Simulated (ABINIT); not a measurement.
# GdO (P-6m2) in ABINIT: reference runs

How does GdO come out in PBE? The cell is run as given.

All numbers are computed with ABINIT 10.8.3 (patched build); they aren't measurements. Logs are shortened: lines on timing, memory, paths and dates and some standing lists are left out, and cuts for length are marked. The log counts tension as positive stress, the text compression.

### 1 The structure

The structure is hexagonal, space group P-6m2 (No. 187). Conventional cell: a = 3.113 Å, b = 3.113 Å, c = 3.038 Å, α = 90.00°, β = 90.00°, γ = 120.00°. Gd (site symmetry -6m2) is surrounded by 6 O at 2.35 Å. O (site symmetry -6m2) has 6 Gd at 2.35 Å as nearest neighbours.

The cell comes from a database or a generator and needn't be the stable form of this composition.

### 2 Single point, PBE, collinear spin, ferromagnetic start

File run.abi:

```
# Pseudopotentials
pp_dirpath "./"
pseudos "Gd.GGA_PBE-JTH.xml, O.GGA_PBE-JTH.xml"

# Structure
acell 3*1.0 Angstrom
rprim
     3.1132995800     0.0000000000     0.0000000000
    -1.5566497900     2.6961965200     0.0000000000
     0.0000000000     0.0000000000     3.0384261400
ntypat 2
znucl 64 8
natom 2
typat 1 2
xred
     0.0000000000     0.0000000000     0.0000000000
     0.6666666667     0.3333333333     0.5000000000

# Plane-wave basis
ecut 23.0
pawecutdg 45.0
pawxcdev 0

# k points
kptopt 1
ngkpt 10 10 9
nshiftk 1
shiftk 0.0 0.0 0.0

# Exchange and correlation
ixc 11

# Bands and occupations
nband 21
occopt 3
tsmear 0.05 eV

# Spin
nsppol 2
spinat
     0.0000000000     0.0000000000     7.0000000000
     0.0000000000     0.0000000000     0.0000000000

# SCF cycle
nstep 100
tolvrs 1.0e-9

# Output
iomode 3
prtwf 0
prteig 0
prtebands 0
enunit 1
prtden 1
prtvha 1
prtvclmb 1
prtpot 1
```

Potentials or basis: JTH PAW PBE v2.0.

The run is started by

```
$ abinit run.abi > log 2>&1
```

run.abo:

```text
.Version 10.8.3 of ABINIT
 Symmetries : space group P-6 m 2 (#187); Bravais hP (primitive hexag.)
================================================================================
 Values of the parameters that define the memory need of the present run
     intxc =       0    ionmov =       0      iscf =      17    lmnmax =      32
     lnmax =       8     mgfft =      27  mpssoang =       4    mqgrid =    3001
     natom =       2  nloc_mem =       2    nspden =       2   nspinor =       1
    nsppol =       2      nsym =      12    n1xccc =       1    ntypat =       2
    occopt =       3   xclevel =       2
       mpw =         930          nfft =       19683          nkpt =          70
 PAW method is used; the additional fine FFT grid is defined by:
   mgfftf=        36    nfftf =     46656
================================================================================
================================================================================

--------------------------------------------------------------------------------
------------- Echo of variables that govern the present computation ------------
--------------------------------------------------------------------------------
 -outvars: echo values of preprocessed input variables --------
            acell      1.8897261259E+00  1.8897261259E+00  1.8897261259E+00 Bohr
              amu      1.57250000E+02  1.59994000E+01
             ecut      2.30000000E+01 Hartree
           enunit           1
                       outvar_i_n : Printing only first  50 k-points.
              ixc          11
                       outvar_i_n : Printing only first  50 k-points.
         kptrlatt       10    0    0      0   10    0      0    0    9
          kptrlen      5.16761393E+01
            natom           2
            nband          21
            ngfft          27      27      27
          ngfftdg          36      36      36
             nkpt          70
           nspden           2
           nsppol           2
            nstep         100
             nsym          12
           ntypat           2
                       prtocc : prtvol=0, do not print more k-points.
                       1.000000  1.000000  1.000000  1.000000  1.000000  1.000000
                       1.000000  1.000000  1.000000  1.000000  1.000000  1.000000
                       0.000000  0.000000  0.000000  0.000000  0.000000  0.000000
                       0.000000  0.000000  0.000000
                       1.000000  1.000000  1.000000  1.000000  1.000000  1.000000
                       1.000000  1.000000  1.000000  1.000000  1.000000  1.000000
                       0.000000  0.000000  0.000000  0.000000  0.000000  0.000000
                       0.000000  0.000000  0.000000
                       1.000000  1.000000  1.000000  1.000000  1.000000  1.000000
                       1.000000  1.000000  1.000000  1.000000  1.000000  1.000000
                       0.000000  0.000000  0.000000  0.000000  0.000000  0.000000
                       0.000000  0.000000  0.000000
                       1.000000  1.000000  1.000000  1.000000  1.000000  1.000000
                       1.000000  1.000000  1.000000  1.000000  1.000000  1.000000
                       0.000000  0.000000  0.000000  0.000000  0.000000  0.000000
                       0.000000  0.000000  0.000000
                       1.000000  1.000000  1.000000  1.000000  1.000000  1.000000
[... 168 lines left out ...]
                       1.000000  1.000000  1.000000  1.000000  1.000000  1.000000
                       0.000000  0.000000  0.000000  0.000000  0.000000  0.000000
                       0.000000  0.000000  0.000000
                       1.000000  1.000000  1.000000  1.000000  1.000000  1.000000
                       1.000000  1.000000  1.000000  1.000000  1.000000  1.000000
                       0.000000  0.000000  0.000000  0.000000  0.000000  0.000000
                       0.000000  0.000000  0.000000
                       1.000000  1.000000  1.000000  1.000000  1.000000  1.000000
                       1.000000  1.000000  1.000000  1.000000  1.000000  1.000000
                       0.000000  0.000000  0.000000  0.000000  0.000000  0.000000
                       0.000000  0.000000  0.000000
                       1.000000  1.000000  1.000000  1.000000  1.000000  1.000000
                       1.000000  1.000000  1.000000  1.000000  1.000000  1.000000
                       0.000000  0.000000  0.000000  0.000000  0.000000  0.000000
                       0.000000  0.000000  0.000000
                       prtocc : prtvol=0, do not print more k-points.
           occopt           3
        pawecutdg      4.50000000E+01 Hartree
         pawxcdev           0
        prtebands           0
           prteig           0
           prtpot           1
         prtvclmb           1
           prtvha           1
            prtwf           0
            rprim      3.1132995800E+00  0.0000000000E+00  0.0000000000E+00
                      -1.5566497900E+00  2.6961965200E+00  0.0000000000E+00
                       0.0000000000E+00  0.0000000000E+00  3.0384261400E+00
          spgroup         187
           spinat      0.0000000000E+00  0.0000000000E+00  7.0000000000E+00
                       0.0000000000E+00  0.0000000000E+00  0.0000000000E+00
           tolvrs      1.00000000E-09
           tsmear      1.83746611E-03 Hartree
            typat      1  2
           useylm           1
                       outvars : Printing only first  50 k-points.
           xangst      0.0000000000E+00  0.0000000000E+00  0.0000000000E+00
                       1.5566497900E+00  8.9873217333E-01  1.5192130700E+00
            xcart      0.0000000000E+00  0.0000000000E+00  0.0000000000E+00
                       2.9416417771E+00  1.6983576681E+00  2.8708966292E+00
             xred      0.0000000000E+00  0.0000000000E+00  0.0000000000E+00
                       6.6666666667E-01  3.3333333333E-01  5.0000000000E-01
            znucl       64.00000    8.00000

================================================================================

 chkinp: Checking input parameters for consistency.

================================================================================
[... 85 lines left out ...]
  sigma(1 1)= -1.01581787E-03  sigma(3 2)=  0.00000000E+00
  sigma(2 2)= -1.01581756E-03  sigma(3 1)=  0.00000000E+00
  sigma(3 3)= -1.04274341E-03  sigma(2 1)=  0.00000000E+00

--- !ResultsGS
iteration_state: {dtset: 1, }
comment   : Summary of ground state results
lattice_vectors:
- [  5.8832836,   0.0000000,   0.0000000, ]
- [ -2.9416418,   5.0950730,   0.0000000, ]
- [  0.0000000,   0.0000000,   5.7417933, ]
lattice_lengths: [   5.88328,    5.88328,    5.74179, ]
lattice_angles: [ 90.000,  90.000, 120.000, ] # degrees, (23, 13, 12)
lattice_volume:   1.7211461E+02
convergence: {deltae: -1.356E-09, res2:  6.577E-10, residm:  5.874E-09, diffor: null, }
etotal    :  -1.28562198E+02
entropy   :   0.00000000E+00
fermie    :   2.39705507E-01
cartesian_stress_tensor: # hartree/bohr^3
- [ -1.01581787E-03,   0.00000000E+00,   0.00000000E+00, ]
- [  0.00000000E+00,  -1.01581756E-03,   0.00000000E+00, ]
- [  0.00000000E+00,   0.00000000E+00,  -1.04274341E-03, ]
pressure_GPa:   3.0150E+01
xred      :
- [  0.0000E+00,   0.0000E+00,   0.0000E+00, Gd]
- [  6.6667E-01,   3.3333E-01,   5.0000E-01,  O]
cartesian_forces: # hartree/bohr
- [  2.34330768E-26,   1.35290932E-26,  -0.00000000E+00, ]
- [ -2.34330768E-26,  -1.35290932E-26,  -0.00000000E+00, ]
force_length_stats: {min:   2.70581864E-26, max:   2.70581864E-26, mean:   2.70581864E-26, }
...

 Integrated electronic and magnetization densities in atomic spheres:
 ------------------------------------------------------------------------------------------------------------
 Radius=ratsph(iatom), smearing ratsm=  0.0000. Diff(up-dn)=approximate z local magnetic moment.
    Atom    Radius    up_density   dn_density  Total(up+dn)  Diff(up-dn)
    1 Gd   2.51209     8.156834     7.759655     15.916489     0.397179
    2  O   1.41465     2.293244     2.288326      4.581570     0.004918
 ------------------------------------------------------------------------------------------------------------
  Sum:                10.450078    10.047981     20.498060     0.402097
 Total magnetization (from the atomic spheres):                0.402097
 Total magnetization (exact up - dn):                          0.419558

================================================================================

 ----iterations are completed or convergence reached----

 Mean square residual over all n,k,spin=   37.640E-13; max=  58.741E-10
 reduced coordinates (array xred) for    2 atoms
       0.000000000000      0.000000000000      0.000000000000
       0.666666666667      0.333333333333      0.500000000000
 rms dE/dt=  1.1257E-25; max dE/dt=  0.0000E+00; dE/dt below (all hartree)
    1      -0.000000000000      0.000000000000      0.000000000000
    2       0.000000000000      0.000000000000      0.000000000000

 cartesian coordinates (angstrom) at end:
    1      0.00000000000000     0.00000000000000     0.00000000000000
    2      1.55664979000000     0.89873217333333     1.51921307000000

 cartesian forces (hartree/bohr) at end:
    1      0.00000000000000     0.00000000000000    -0.00000000000000
    2     -0.00000000000000    -0.00000000000000    -0.00000000000000
 frms,max,avg= 1.5622051E-26 2.3433077E-26   0.000E+00  0.000E+00  0.000E+00 h/b

 cartesian forces (eV/Angstrom) at end:
    1      0.00000000000000     0.00000000000000    -0.00000000000000
    2     -0.00000000000000    -0.00000000000000    -0.00000000000000
 frms,max,avg= 8.0331817E-25 1.2049773E-24   0.000E+00  0.000E+00  0.000E+00 e/A
 length scales=  1.889726125908  1.889726125908  1.889726125908 bohr
              =  1.000000000000  1.000000000000  1.000000000000 angstroms
 Fermi (or HOMO) energy (eV) =   6.52272   Average Vxc (eV)= -12.17410
 Eigenvalues (   eV  ) for nkpt=  70  k points, SPIN UP:
 kpt#   1, nband= 21, wtk=  0.00111, kpt=  0.0000  0.0000  0.0000 (reduced coord)
 -36.45073  -13.84907  -13.50713  -13.35273  -13.35273    1.55821    1.55821    2.29285
   4.97309    5.35515    5.35515    5.40188    5.81831    6.95455    6.97081    6.97081
   8.73827   11.38887   11.38887   14.52106   14.52106
 prteigrs : prtvol=0 or 1, do not print more k-points.

 Eigenvalues (   eV  ) for nkpt=  70  k points, SPIN DOWN:
 kpt#   1, nband= 21, wtk=  0.00111, kpt=  0.0000  0.0000  0.0000 (reduced coord)
 -36.27460  -13.64675  -13.48865  -13.22776  -13.22776    1.54496    1.54496    2.44578
   4.88538    5.30735    5.30735    5.64510    6.66619    7.10643    7.10643    7.80621
   8.78171   11.32584   11.32584   14.82973   14.82973
 prteigrs : prtvol=0 or 1, do not print more k-points.

--- !EnergyTerms
iteration_state     : {dtset: 1, }
comment             : Components of total free energy in Hartree
kinetic             :  1.97176516798957E+01
hartree             :  2.29780292694972E+01
xc                  : -8.88730201345168E+00
Ewald energy        : -1.06298421736130E+02
psp_core            :  1.22285582815983E+01
local_psp           : -5.53172333128972E+01
PAW spherical_terms : -1.29814413562727E+01
internal            : -1.28560159187760E+02
'-kT*entropy'       : -2.03502113228448E-03
total_energy        : -1.28562194208893E+02
total_energy_eV     : -3.49835552324900E+03
...

--- !EnergyTermsDC
iteration_state     : {dtset: 1, }
comment             : '"Double-counting" decomposition of free energy'
band_energy         : -4.86328810089808E+00
Ewald energy        : -1.06298421736130E+02
psp_core            :  1.22285582815983E+01
xc_dc               : -2.02888768066777E+01
PAW spherical_terms : -9.33813437006721E+00
internal            : -1.28560162732175E+02
'-kT*entropy'       : -2.03502113228448E-03
total_energy_dc     : -1.28562197753307E+02
total_energy_dc_eV  : -3.49835561969743E+03
...

--- !EnergyTermsWithPAWCore
iteration_state     : {dtset: 1, }
comment             : 'Components of total free energy, including PAW core contributions'
Total energy        : -1.13467866905702E+04
Total energy DC     : -1.13467866941147E+04
Total energy (eV)   : -3.08761795287864E+05
Total energy DC (eV): -3.08761795384312E+05
...

 Cartesian components of stress tensor (hartree/bohr^3)
  sigma(1 1)= -1.01581787E-03  sigma(3 2)=  0.00000000E+00
  sigma(2 2)= -1.01581756E-03  sigma(3 1)=  0.00000000E+00
  sigma(3 3)= -1.04274341E-03  sigma(2 1)=  0.00000000E+00

-Cartesian components of stress tensor (GPa)         [Pressure=  3.0150E+01 GPa]
- sigma(1 1)= -2.98863934E+01  sigma(3 2)=  0.00000000E+00
- sigma(2 2)= -2.98863844E+01  sigma(3 1)=  0.00000000E+00
- sigma(3 3)= -3.06785703E+01  sigma(2 1)=  0.00000000E+00

== END DATASET(S) ==============================================================
================================================================================

 -outvars: echo values of variables after computation  --------
            acell      1.8897261259E+00  1.8897261259E+00  1.8897261259E+00 Bohr
           etotal     -1.2856219775E+02
            fcart      2.3433076811E-26  1.3529093234E-26 -0.0000000000E+00
                      -2.3433076811E-26 -1.3529093234E-26 -0.0000000000E+00
            rprim      3.1132995800E+00  0.0000000000E+00  0.0000000000E+00
                      -1.5566497900E+00  2.6961965200E+00  0.0000000000E+00
                       0.0000000000E+00  0.0000000000E+00  3.0384261400E+00
           strten     -1.0158178650E-03 -1.0158175600E-03 -1.0427434093E-03
                       0.0000000000E+00  0.0000000000E+00  0.0000000000E+00
           xangst      0.0000000000E+00  0.0000000000E+00  0.0000000000E+00
                       1.5566497900E+00  8.9873217333E-01  1.5192130700E+00
             xred      0.0000000000E+00  0.0000000000E+00  0.0000000000E+00
                       6.6666666667E-01  3.3333333333E-01  5.0000000000E-01
 Calculation completed.
```

It took 7.8 min on 1 thread of Arm Neoverse V1, shared host; peak memory 0.21 GiB.

What came out:

```yaml
Free_energy: -3498.3556 eV
Pressure: 30.2 GPa
Band_gap_on_the_k_mesh: none (metal or under the smearing width)
Net_moment: 0.42 μB per cell
Site_moments: Gd +0.40; O +0.00 μB
Valence_electrons_inside_the_program's_atomic_spheres: Gd 15.92; O 4.58
```

Caveat: a pressure of tens of GPa on the cell as given is suspect, and the run, the potentials or the cell itself is likely at fault; spin-orbit coupling is left out, which moves the levels of the heavy elements; the moment fell far below its start of 7 μB, so a state of higher moment may lie lower in energy; a cell with one magnetic atom can't hold antiferromagnetic order, which such compounds often take; without U or exact exchange the open f shell lies at the Fermi level, which spoils levels, moments and volumes.
